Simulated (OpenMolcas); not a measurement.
**Zr³⁺ among point charges: CASSCF levels and susceptibility**

Aim: the splitting of the states of Zr³⁺ in the field of 5 point charges, its lowest levels with spin-orbit coupling and its magnetic susceptibility.

The numbers are computed with OpenMolcas 26.06 (state-averaged CASSCF, spin-orbit coupling by RASSI with atomic mean-field integrals), except any that are marked as measured or tabulated.

1 further run of the same task is left out (it didn't finish).

### 1 The atom as given

- Species: Zr³⁺ (zirconium, Z = 40, 37 electrons)
- Basis: ANO-RCC-VDZP [6s5p3d1f], 43 functions
- Scalar Hamiltonian: DKH2, point nucleus
- Inactive shells: 1s 2s 2p 3s 3p 3d 4s 4p
- Active space: 1 electron in 5 orbitals (4d)
- Some configurations of this space: 4d
- Orbitals: optimised for each spin and parity, averaged over all roots

The outer shells:

4d
```
4d [↑ ][  ][  ][  ][  ]
```

The ion sits among 5 point charges of -1.5 e arranged as a square pyramid (C4v), 2 Å from the ion, with the axial distance 1.920 Å. The active orbitals were held to one l.

The work runs as a chain of OpenMolcas steps in one folder; each step below is one input file. Labels, J, g values, rates, χT and fits are worked out afterwards by a script from the matrices that RASSI stores.

### 2 GATEWAY and SEWARD: basis and integrals

The input, a.inp:

```
&GATEWAY
Coord
1

Zr 0.0 0.0 0.0
Basis=ANO-RCC-VDZP
Group=NoSym
NoMove
AngMom=0.0 0.0 0.0
AMFI
XField
5 Angstrom 0
2.000000 0.000000 0.000000 -1.500000
0.000000 2.000000 0.000000 -1.500000
-2.000000 0.000000 0.000000 -1.500000
0.000000 -2.000000 0.000000 -1.500000
0.000000 0.000000 1.920000 -1.500000
&SEWARD
```

Run with:

```
OMP_NUM_THREADS=1 MOLCAS_MEM=1689 MOLCAS_PROJECT=a pymolcas a.inp > a.log
```

The program printed:

```text
Basis set label: ZR.ANO-RCC...6S5P3D1F.

      Electronic valence basis set:
      ------------------
      Associated Effective Charge  40.000000 au
      Associated Actual Charge     40.000000 au
      Nuclear Model: Point charge

      Shell  nPrim  nBasis  Cartesian Spherical Contaminant
         s      21       6        X
         p      18       5        X
         d      13       3                 X
         f       6       1                 X
                  Relativistic Douglas-Kroll-Hess integrals:
                    - DKH order of Hamiltonian: 2
                    - DKH order of Properties : 0
                  Atomic mean-field integrals
```

### 3 Reference wave functions, doublets, 5 roots

The input, a.inp:

```
&RASSCF
FileOrb=start.orb
Symmetry=1
Spin=2
nActEl=1 0 0
Inactive=18
Ras2=5
CIRoot=5 5 1
SDav=5
CIMx=300
Iter=120 100
PrWF=0.3
OrbListing=Nothing
MaxOrb=0
SupSym
1
15 10 11 12 13 14 19 20 21 22 23 32 33 34 35 36
>>> COPY $Project.JobIph JOB001
```

start.orb holds the contracted functions of the basis, ordered by shell, or the orbitals of the step before.

The program printed, cut to the lines that bear on the results:

```text
[...]
      Number of active orbitals                  5
[...]
      Spin quantum number                      0.5
[...]
      Active orbitals                            5
[...]
      Number of CSFs                             5
      Number of root(s) required                 5
[...]
      Convergence after  7 iterations
[...]
      Natural orbitals and occupation numbers for root  1
      sym 1:  -0.000000  -0.000000   0.000000   1.000000   0.000000
      Natural orbitals and occupation numbers for root  2
      sym 1:   0.000000   1.000000   0.000000   0.000000   0.000000
      Natural orbitals and occupation numbers for root  3
      sym 1:   1.000000   0.000000  -0.000000   0.000000   0.000000
::    RASSCF root number  1 Total energy:  -3600.40464563
::    RASSCF root number  2 Total energy:  -3600.40464563
::    RASSCF root number  3 Total energy:  -3600.37072751
::    RASSCF root number  4 Total energy:  -3600.34679255
::    RASSCF root number  5 Total energy:  -3600.28769687
```

### 4 RASSI: spin-orbit coupling between the states

The input, a.inp:

```
&RASSI
NrOfJobIphs=1 5
1 2 3 4 5
IphNames
JOB001
EJob
SpinOrbit
DIPRint=1.0
SOCoupling=1000.0
Subsets=2
Property=9
'ANGMOM' 1 'ANGMOM' 2 'ANGMOM' 3 'MLTPL  1' 1 'MLTPL  1' 2 'MLTPL  1' 3
'AMFI' 1 'AMFI' 2 'AMFI' 3
SOProperty=3
'ANGMOM' 1 'ANGMOM' 2 'ANGMOM' 3
```

The program printed, cut to the lines that bear on the results:

```text
SPIN-FREE ENERGIES:
  (Shifted by EMIN (a.u.) =      -3600.4046456262)
 SF State       Relative EMIN(au)   Rel lowest level(eV)    D:o, cm**(-1)      L_eff
     1             0.0000000000        0.0000000000              0.0000         2.0
     2             0.0000000000        0.0000000000              0.0000         2.0
     3             0.0339181165        0.9229589684           7444.1661         2.0
     4             0.0578530753        1.5742623776          12697.2824         2.0
     5             0.1169487589        3.1823378492          25667.2857         2.0
     Dipole printing threshold changed to   1.00000000E+00
[...]
Eigenvalues of complex Hamiltonian:
   -----------------------------------
  (Shifted by EMIN (a.u.) =      -3600.4046456262)
 SO State       Relative EMIN(au)   Rel lowest level(eV)    D:o, cm**(-1)     J-value
     1            -0.0010135693        0.0000000000              0.0000         1.8
     2            -0.0010135693        0.0000000000              0.0000         1.8
     3             0.0008308455        0.0501890837            404.8023         1.8
     4             0.0008308455        0.0501890837            404.8023         1.8
     5             0.0339138750        0.9504241791           7665.6880         1.2
     6             0.0339138750        0.9504241791           7665.6880         1.2
     7             0.0579594305        1.6047370756          12943.0774         2.1
     8             0.0579594305        1.6047370756          12943.0774         2.1
     9             0.1170293691        3.2121119905          25907.4304         1.1
    10             0.1170293691        3.2121119905          25907.4304         1.1
Weights of the five most important spin-orbit-free states for each spin-orbit state.
[...]
```

Time for these steps: 1.8 s (1 thread of Arm Neoverse V1, shared host).

States without spin-orbit coupling:

```
  state  degeneracy  E (cm-1)  free-ion L (%)
doublet           2         0         D (100)
doublet           1      7444         D (100)
doublet           1     12697         D (100)
doublet           1     25667         D (100)
```

With spin-orbit coupling:

```
E (cm-1)  Degeneracy  2S+1               g
     0.0           2     2  0.00 0.20 0.20
   404.8           2     2  0.07 0.07 4.00
    7666           2     2  1.78 2.11 2.11
   12943           2     2  2.00 2.20 2.20
   25907           2     2  2.04 2.04 2.21
```

Principal g values are given for doublets only; a zero marks a field direction without first-order Zeeman splitting.

Powder χT (cm³ K/mol): 0.00 at 2 K, 0.01 at 5 K, 0.01 at 10 K, 0.02 at 20 K, 0.04 at 50 K, 0.08 at 100 K, 0.13 at 150 K, 0.17 at 200 K, 0.21 at 250 K, 0.25 at 300 K.

Orbitals of the lowest block (energies include the constant potential of the surroundings):

```csv
shell,space,energy (hartree),mean occupation,⟨r²⟩ (bohr²)
1s,inactive,-663.9412,2.000,0.00182
2s,inactive,-93.8281,2.000,0.0310
2p,inactive,-83.3800,6.000,0.0245
3s,inactive,-15.7242,2.000,0.238
3p,inactive,-12.2135,6.000,0.246
3d,inactive,-6.4319,10.000,0.245
4s,inactive,-1.5171,2.000,1.67
4p,inactive,-0.4856,6.000,2.07
4d,RAS2,,1.000,4.78
```

### 5 Outcome

| quantity | value |
| --- | --- |
| method | CASSCF |
| spin-free ground state | doublet, 2-fold in its orbital part |
| first state of the same spin within the active space | doublet at 7440 cm⁻¹ |
| lowest level | 2-fold, g = 0.00, 0.20, 0.20 |
| next level | 404.8 cm⁻¹ |
| χT at 300 K | 0.25 cm³ K/mol |
| effective moment at 300 K | 1.40 μB |

What this shows: The spin-free ground state (doublet) comes to 100 % from free-ion D terms and keeps the highest spin of the shell. χT at 300 K is 0.25, against 0.38 cm³ K/mol for the spin alone, so orbital moment lowers it. The field of point charges can differ much from that of real complexes. Point charges carry no covalency, so the field is a model and not that of real ligands.
